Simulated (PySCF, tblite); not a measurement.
# C6H10BNS2: geometry, infrared bands and NMR shifts

Wanted: the infrared bands and NMR shifts of C6H10BNS2 (`C=CCNB1SC=C(C)S1`), by calculation.

The runs use tblite 0.8.0 and PySCF 2.14.0, with density-fitted response routines of our own; the level of theory stands in each step. All values are computed, except where a source is named. Atoms count from 0, in the outputs and in this text.

### 1 Starting geometry

20 atoms, charge 0, multiplicity 1; geometry from: force field or distance geometry start.

Bonds of the start (Å): C0–C1 1.30, C1–C2 1.46, C2–N3 1.46, N3–B4 1.50, B4–S5 1.88, S5–C6 1.77, C6–C7 1.27, C7–C8 1.53, C7–S9 1.77, S9–B4 1.89, C0–H10 1.10, C0–H11 1.08, C1–H12 1.12, C2–H13 1.11, C2–H14 1.12, N3–H15 1.04, C6–H16 1.13, C8–H17 1.10, C8–H18 1.12, C8–H19 1.09.

### 2 Optimising the geometry with GFN2-xTB

Job settings and geometry (Å):

```
{"job": {"kind": "relax", "xc": "GFN2-xTB", "basis": "xTB"}, "charge": 0, "multiplicity": 1}
C      3.081400     0.696400    -0.304000
C      2.974300    -0.594200    -0.152700
C      1.993800    -1.514200    -0.731100
N      1.065800    -0.733400    -1.542700
B      0.210000     0.228500    -0.766700
S     -0.024100     0.355100     1.098100
C     -1.790800     0.387700     1.201000
C     -2.435000     0.585800     0.120600
C     -3.961700     0.625100     0.071400
S     -1.492300     0.799500    -1.360300
H      3.886400     1.228200     0.220500
H      2.433900     1.323900    -0.903200
H      3.731700    -1.064000     0.524400
H      1.471700    -2.139300     0.021300
H      2.538500    -2.204600    -1.421900
H      1.570200    -0.209900    -2.290300
H     -2.297300     0.238400     2.194700
H     -4.222500     1.277400    -0.780400
H     -4.348000     1.089700     1.018100
H     -4.391000    -0.365200    -0.104100
```

The run is started by

```bash
OMP_NUM_THREADS=1 python probes_run.py task.json out
```

One launch serves the whole session: the jobs run in the order shown.

**Question.** This job is followed by: GFN2-xTB harmonic vibrations, gas phase; GIAO PBE0/pcSseg-1 NMR shielding, non-relativistic, gas phase. Predict these results of the whole session: strongest single infrared mode (GFN2-xTB); zero-point energy (GFN2-xTB); ¹³C shifts against TMS (PBE0/pcSseg-1); ¹H shifts against TMS (PBE0/pcSseg-1, means over atoms taken as alike); ¹⁵N shifts against NH3 (PBE0/pcSseg-1); ¹¹B shifts against BF3·OEt2 (PBE0/pcSseg-1); ³³S shifts against CS2 (PBE0/pcSseg-1); surface potential, 1st and 99th percentile.

As calculated:

| quantity | value |
| --- | --- |
| strongest single infrared mode (GFN2-xTB) | 1440 cm⁻¹, 318 km/mol |
| zero-point energy (GFN2-xTB) | 95.5 kcal/mol |
| ¹³C shifts against TMS (PBE0/pcSseg-1) | 145.2, 143.7, 122.3, 119.7, 53.7, 22.8 ppm |
| ¹H shifts against TMS (PBE0/pcSseg-1, means over atoms taken as alike) | 6.18, 5.84, 5.79, 5.54, 3.89, 3.33, 2.25 ppm |
| ¹⁵N shifts against NH3 (PBE0/pcSseg-1) | 94.4 ppm |
| ¹¹B shifts against BF3·OEt2 (PBE0/pcSseg-1) | 42.5 ppm |
| ³³S shifts against CS2 (PBE0/pcSseg-1) | 82, 58 ppm |
| surface potential, 1st and 99th percentile | -0.85 V and 1.53 V |

The optimisation took 136 steps and gained 1.657 eV; among the close pairs (by a distance rule), N3–B4 changed most, from 1.503 to 1.389 Å. All 54 modes are real, so the xTB geometry is a minimum. The strongest single mode, at 1440 cm⁻¹, is carried by N3, B4, H13, H15. Unscaled tight-binding wavenumbers are off by several per cent, some by more. Its intensities can rank the bands wrongly.
